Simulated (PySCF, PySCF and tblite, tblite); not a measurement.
# BGeH4O2−: a path driven as rotation about a bond, and NMR exchange, part 2 of 2

PySCF and tblite. Atoms count from 0. Earlier steps stand in the parts before.

## 12. Shieldings, end: PBE0/pcSseg-1

The job: settings as JSON, then the geometry in Å.

```
{"job": {"kind": "nmr", "xc": "PBE0", "basis": "pcSseg-1", "d3": false, "pop": false}, "charge": -1, "multiplicity": 1}
O     -0.906811     1.204348     0.521118
B     -0.603654     0.005732    -0.084412
O     -1.733206    -0.822202    -0.188967
Ge     1.332557    -0.374111    -0.850807
H     -0.076939     1.686655     0.581503
H     -1.503989    -1.669420    -0.566112
H      1.672040    -1.272648     0.548416
H      1.853204     1.271466     0.005797
```

The log of the run:

```text
coarse grid: 32848 points
cycle   1  E = -2253.9443965362  dE = -4.877e-01  |g| = 1.148e+00  |ddm| = 2.515e+00
cycle   2  E = -2253.7691298297  dE =  1.753e-01  |g| = 1.466e+00  |ddm| = 1.760e+00
cycle   3  E = -2254.1065895765  dE = -3.375e-01  |g| = 1.860e-01  |ddm| = 1.219e+00
cycle   4  E = -2254.1130083079  dE = -6.419e-03  |g| = 3.930e-02  |ddm| = 1.659e-01
cycle   5  E = -2254.1131603075  dE = -1.520e-04  |g| = 1.252e-02  |ddm| = 3.272e-02
cycle   6  E = -2254.1131907414  dE = -3.043e-05  |g| = 3.112e-03  |ddm| = 1.679e-02
cycle   7  E = -2254.1131922595  dE = -1.518e-06  |g| = 1.150e-03  |ddm| = 2.621e-03
final grid: 68152 points
cycle   8  E = -2254.1131987567  dE =  1.915e-07  |g| = 1.695e-03  |ddm| = 2.564e-03
cycle   9  E = -2254.1131981380  dE =  6.187e-07  |g| = 2.597e-03  |ddm| = 3.240e-03
cycle  10  E = -2254.1131992593  dE = -1.121e-06  |g| = 1.708e-04  |ddm| = 1.752e-03
cycle  11  E = -2254.1131992657  dE = -6.386e-09  |g| = 2.041e-05  |ddm| = 1.819e-04
cycle  12  E = -2254.1131992658  dE = -1.037e-10  |g| = 2.396e-06  |ddm| = 2.642e-05
converged SCF energy = -2254.1131992658

GIAO shielding tensors (ppm)
atom      isotropic    diamagn.    paramagn.     s11        s22        s33       span
  0 O      119.337     390.799    -271.462    -21.403    132.441    246.973    268.377
  1 B       52.389     189.595    -137.206     -0.589     69.683     88.072     88.661
  2 O      181.068     387.850    -206.782     20.201    258.037    264.964    244.763
  3 Ge    1684.201    2759.958   -1075.756   1311.903   1710.090   2030.611    718.708
  4 H       26.538      33.072      -6.534     18.999     28.407     32.207     13.208
  5 H       28.317      32.660      -4.343     22.495     27.427     35.031     12.537
  6 H       27.659      29.579      -1.920     23.535     25.650     33.792     10.258
  7 H       28.310      28.747      -0.437     23.864     27.043     34.024     10.161
```

Wall time 40 s (1 thread of Intel Xeon at 2.50GHz, shared host); peak memory 0.56 GiB.

Key values: HOMO -0.61 eV, LUMO 4.57 eV.

## 13. Second level: PBE0/pcSseg-1

The job: settings as JSON, then the geometry in Å.

```
{"job": {"smiles": "O[B](O)[GeH2-]", "charge": -1, "mult": 1, "motion": "rotation", "what": "boronate", "atoms": [1, 2], "drives": [{"terms": [["t", [0, 1, 2, 5], 0.5], ["t", [3, 1, 2, 5], 0.5]], "by": 180, "n": 12}], "study": "path", "level": {"kind": "nmr", "xc": "PBE0", "basis": "pcSseg-1", "wide": true, "d3": false}, "fields": [60, 400, 900], "first": 5, "seed": 352, "kind": "pathvar"}, "charge": -1, "multiplicity": 1}
O     -0.921418     0.918874     0.303777
B     -0.435279    -0.261128    -0.232380
O     -1.428106    -1.189031    -0.511525
Ge     1.625789    -0.514517    -0.629843
H     -0.156025     1.484935     0.440405
H     -2.290502    -0.855815    -0.243138
H      1.829202    -0.938715     0.996997
H      1.785396     1.364809    -0.148858
```

The log of the run:

```text
stationary points (kcal/mol above the start)
  n  kind          group   xTB      DFT    lowest mode
  0  minimum      C1       0.00     0.00     128.1
  1  saddle       C1      11.87     9.73    -526.5
  2  minimum      C1       5.14    -1.07     102.8

GFN2-xTB energies: T/K, barrier G, reaction G (kcal/mol), k forward, k back (1/s)
 150.00    11.09     5.03    0.00022    4.6e+03
 200.00    11.09     5.02       3.13   9.52e+05
 250.00    11.11     5.01   1.01e+03   2.41e+07
 298.15    11.13     4.99   4.31e+04   1.97e+08
 350.00    11.16     4.98   7.82e+05      1e+09
 400.00    11.20     4.96   6.34e+06   3.25e+09
 500.00    11.30     4.92    1.2e+08    1.7e+10

PBE0/pcSseg-1 + D3(BJ) energies: T/K, barrier G, reaction G (kcal/mol), k forward, k back (1/s)
 150.00     8.93    -1.21      0.304    0.00523
 200.00     8.94    -1.22        712       33.1
 250.00     8.95    -1.23   7.76e+04   6.53e+03
 298.15     8.97    -1.24   1.64e+06   2.01e+05
 350.00     9.01    -1.26   1.74e+07   2.84e+06
 400.00     9.04    -1.28   9.55e+07   1.92e+07
 500.00     9.14    -1.31   1.05e+09    2.8e+08

PBE0/pcSseg-1 energies: T/K, barrier G, reaction G (kcal/mol), k forward, k back (1/s)
 150.00     8.94    -1.19       0.29    0.00544
 200.00     8.95    -1.19        687       34.1
 250.00     8.97    -1.20   7.54e+04   6.68e+03
 298.15     8.99    -1.22    1.6e+06   2.05e+05
 350.00     9.02    -1.23    1.7e+07   2.89e+06
 400.00     9.06    -1.25   9.39e+07   1.95e+07
 500.00     9.15    -1.29   1.04e+09   2.84e+08
```

It took 3.8 min on 1 thread of Intel Xeon at 2.50GHz, shared host; peak memory 0.56 GiB. This counts the runs that the step sums up.

Barriers by level (kcal/mol; entropies in cal/(mol K)). Zero-point and thermal terms come from xTB in every row. ΔG‡ leaves symmetry out; the rate counts one path; effective ΔG‡, where given, is the barrier that would give that rate by Eyring's equation alone:

```csv
level,ΔE‡,with zero-point,ΔH‡,ΔS‡,ΔG‡ (298 K),ΔE of reaction,k at 298 K (1/s),effective ΔG‡
GFN2-xTB,11.87,11.09,10.99,-0.5,11.13,5.14,4.3e+04,11.13
PBE0/pcSseg-1 + D3(BJ),9.72,8.93,8.83,-0.5,8.97,-1.10,1.6e+06,8.97
PBE0/pcSseg-1,9.73,8.95,8.84,-0.5,8.99,-1.07,1.6e+06,8.99
```

## 14. Nudged elastic band, band settings drawn wide

The job: settings as JSON, then the geometry in Å.

```
{"job": {"images": 5, "spring": 3.0, "start": "idpp", "climb": true, "fmax": 0.1, "method": "GFN1-xTB", "steps": 200, "xc": "GFN1-xTB", "basis": "xTB", "kind": "neb"}, "charge": -1, "multiplicity": 1}
O     -0.921418     0.918874     0.303777
B     -0.435279    -0.261128    -0.232380
O     -1.428106    -1.189031    -0.511525
Ge     1.625789    -0.514517    -0.629843
H     -0.156025     1.484935     0.440405
H     -2.290502    -0.855815    -0.243138
H      1.829202    -0.938715     0.996997
H      1.785396     1.364809    -0.148858
```

The log of the run:

```text
CalculationFailed: SCF not converged in 250 cycles
```

Run time: 7 s. Hardware: 1 thread of Intel Xeon at 2.50GHz, shared host; peak memory 0.5 GiB.

The run did not converge, so its numbers are no properties of the molecule.

## 15. Results

This closing draws on all 2 parts.

| quantity | value |
| --- | --- |
| barrier (PBE0/pcSseg-1 + D3(BJ)) | ΔE‡ 9.7, ΔG‡(298 K) 9.0 kcal/mol |
| barrier (GFN2-xTB) | ΔE‡ 11.9 kcal/mol |
| rate at 298 K | 1.6e+06 s⁻¹ |
| end of the path | -1.1 kcal/mol from the start |
| stages that failed or stayed incomplete | 1 |

What this shows: The barrier is 9.7 kcal/mol at the DFT level (xTB: 11.9); with thermal terms and the count of paths the DFT value gives a rate of 1.6e+06 s⁻¹ at 298 K. An error of 1.4 kcal/mol changes that rate tenfold.
